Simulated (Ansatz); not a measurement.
Run this with Ansatz's Python interface and show what comes out.

Contents of `bn.yaml`:
```yaml
crystal:
  lattice:
    - [2.49824, 0.0, 0.0]
    - [-1.24912, 2.163539, 0.0]
    - [0.0, 0.0, 6.6357]
  atoms:
    - { symbol: B, position: [0.333333, 0.666667, 0.25] }
    - { symbol: B, position: [0.666667, 0.333333, 0.75] }
    - { symbol: "N", position: [0.333333, 0.666667, 0.75] }
    - { symbol: "N", position: [0.666667, 0.333333, 0.25] }
kpoints:
  mp_grid: { kspacing: 0.4 }
hamiltonian:
  xc: pbe
scf:
  occupations: { method: fixed }
basis:
  ecutwfc: "19 Ha"
output:
  forces: true
```

`run_convert.py`:
```python
'''Turn an input file for BN into a chain of calls.'''

import ansatz

calculation = ansatz.Calculation.from_yaml('bn.yaml')
print(calculation.to_python())
```

Running `python run_convert.py` prints:
```text
(
    az.Lattice.of(((2.49824, 0.0, 0.0), (-1.24912, 2.163539, 0.0), (0.0, 0.0, 6.6357)))
    .atom("B", (0.333333, 0.666667, 0.25))
    .atom("B", (0.666667, 0.333333, 0.75))
    .atom("N", (0.333333, 0.666667, 0.75))
    .atom("N", (0.666667, 0.333333, 0.25))
    .calculation()
    .basis(cutoff=517.016338673772)
    .kpoints(spacing=0.4)
    .functional("pbe")
    .occupations(method="fixed")
    .forces()
)
```

The input is only written out: it wasn't run, and its settings aren't tested.
